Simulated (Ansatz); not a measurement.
# ClH7O7Si2: the cost of one run

Program: Ansatz 0.2.0, Gaussian basis. Level of theory: RKS PBE-D4/def2-SVP. These are calculated values, not measurements.

Levels: PBE-D4, revPBE-D4, BLYP-D4, r2SCAN-D4, B97M-V, PBE0-D4, B3LYP-D4, HSE06-D4, wB97X-V, wB97M-V, B2PLYP, Hartree-Fock, MP2, CCSD, CCSD(T). The reference is CCSD(T) extrapolated to the basis limit.

Cores are frozen in the correlated methods. B3LYP uses VWN-RPA correlation. B2PLYP carries no dispersion term here.

50 further runs of the same task are left out: 50 set aside as unsound or not needed.

## (1) The system as given

The pair, from a GFN2-xTB docking trial: 17 atoms, charge 0, spin multiplicity 1.

Atoms are counted from 1 here; the program's logs count them from 0.

Bond lengths: Cl1–H2 1.301 Å, O3–Si4 1.616 Å, O3–H12 0.956 Å, Si4–O5 1.610 Å, Si4–O6 1.629 Å, Si4–O7 1.640 Å, O5–H13 0.956 Å, O6–H14 0.954 Å, O7–Si8 1.636 Å, Si8–O9 1.625 Å, Si8–O10 1.612 Å, Si8–O11 1.616 Å, O9–H15 0.953 Å, O10–H16 0.952 Å, O11–H17 0.958 Å. Angles: Si4–O3–H12 118.3°, O3–Si4–O5 111.3°, O3–Si4–O6 112.9°, O3–Si4–O7 108.9°, O5–Si4–O6 107.8°, O5–Si4–O7 109.6°, O6–Si4–O7 106.3°, Si4–O5–H13 119.0°, Si4–O6–H14 117.9°, Si4–O7–Si8 123.9°, O7–Si8–O9 105.2°, O7–Si8–O10 109.6°, O7–Si8–O11 109.6°, O9–Si8–O10 108.0°, O9–Si8–O11 113.4°, O10–Si8–O11 110.7°, Si8–O9–H15 118.0°, Si8–O10–H16 119.8° and more.

As a file:

```mol
ClH7O7Si2
  3D, bonds by distance, orders not assigned

 17 15  0  0  0  0  0  0  0  0999 V2000
    0.3848    0.1928   -3.4211 Cl  0  0
    0.3879    0.2290   -2.1207 H   0  0
   -1.7787   -1.5059    0.0677 O   0  0
   -0.1662   -1.4267    0.0044 Si  0  0
    0.4305   -2.4912   -1.0453 O   0  0
    0.5386   -1.7014    1.4476 O   0  0
    0.2740    0.0887   -0.4407 O   0  0
    0.1366    1.3996    0.5285 Si  0  0
   -1.4577    1.5716    0.7898 O   0  0
    0.6582    2.7087   -0.2536 O   0  0
    0.9881    1.1642    1.8821 O   0  0
   -2.2582   -0.7361    0.3688 H   0  0
    0.2580   -2.3686   -1.9772 H   0  0
    0.8089   -2.5938    1.6496 H   0  0
   -1.8050    2.4554    0.8751 H   0  0
    1.5578    2.7481   -0.5640 H   0  0
    1.0422    0.2654    2.2091 H   0  0
  1  2  8  0
  3  4  8  0
  3 12  8  0
  4  5  8  0
  4  6  8  0
  4  7  8  0
  5 13  8  0
  6 14  8  0
  7  8  8  0
  8  9  8  0
  8 10  8  0
  8 11  8  0
  9 15  8  0
 10 16  8  0
 11 17  8  0
M  END
```

Atoms 1 to 2 are fragment A (HCl), the rest fragment B (Si2H6O7).

## (2) A first relaxation in a small basis

The input, pre/in.yaml:

```yaml
crystal:
  periodic: [false, false, false]
  atoms:
    - {symbol: Cl, position_ang: [0.384800, 0.192800, -3.421100]}
    - {symbol: H, position_ang: [0.387900, 0.229000, -2.120700]}
    - {symbol: O, position_ang: [-1.778700, -1.505900, 0.067700]}
    - {symbol: Si, position_ang: [-0.166200, -1.426700, 0.004400]}
    - {symbol: O, position_ang: [0.430500, -2.491200, -1.045300]}
    - {symbol: O, position_ang: [0.538600, -1.701400, 1.447600]}
    - {symbol: O, position_ang: [0.274000, 0.088700, -0.440700]}
    - {symbol: Si, position_ang: [0.136600, 1.399600, 0.528500]}
    - {symbol: O, position_ang: [-1.457700, 1.571600, 0.789800]}
    - {symbol: O, position_ang: [0.658200, 2.708700, -0.253600]}
    - {symbol: O, position_ang: [0.988100, 1.164200, 1.882100]}
    - {symbol: H, position_ang: [-2.258200, -0.736100, 0.368800]}
    - {symbol: H, position_ang: [0.258000, -2.368600, -1.977200]}
    - {symbol: H, position_ang: [0.808900, -2.593800, 1.649600]}
    - {symbol: H, position_ang: [-1.805000, 2.455400, 0.875100]}
    - {symbol: H, position_ang: [1.557800, 2.748100, -0.564000]}
    - {symbol: H, position_ang: [1.042200, 0.265400, 2.209100]}
basis:
  gaussian: {orbitals: def2-SVP}
hamiltonian: {xc: pbe, dispersion: d4}
relax: {f_tol: 0.03, max_steps: 250}
```

Launch:

```console
$ ansatz run in.yaml --threads 11 --pin off --events-out ev --progress --plain --max-ram 174080MiB --backend cuda --devices 0, --max-vram 75GiB
```

**Question.** How long does this run take on 1 × NVIDIA H100 with 11 threads of AMD EPYC 7R13, shared host?

About 13 s.
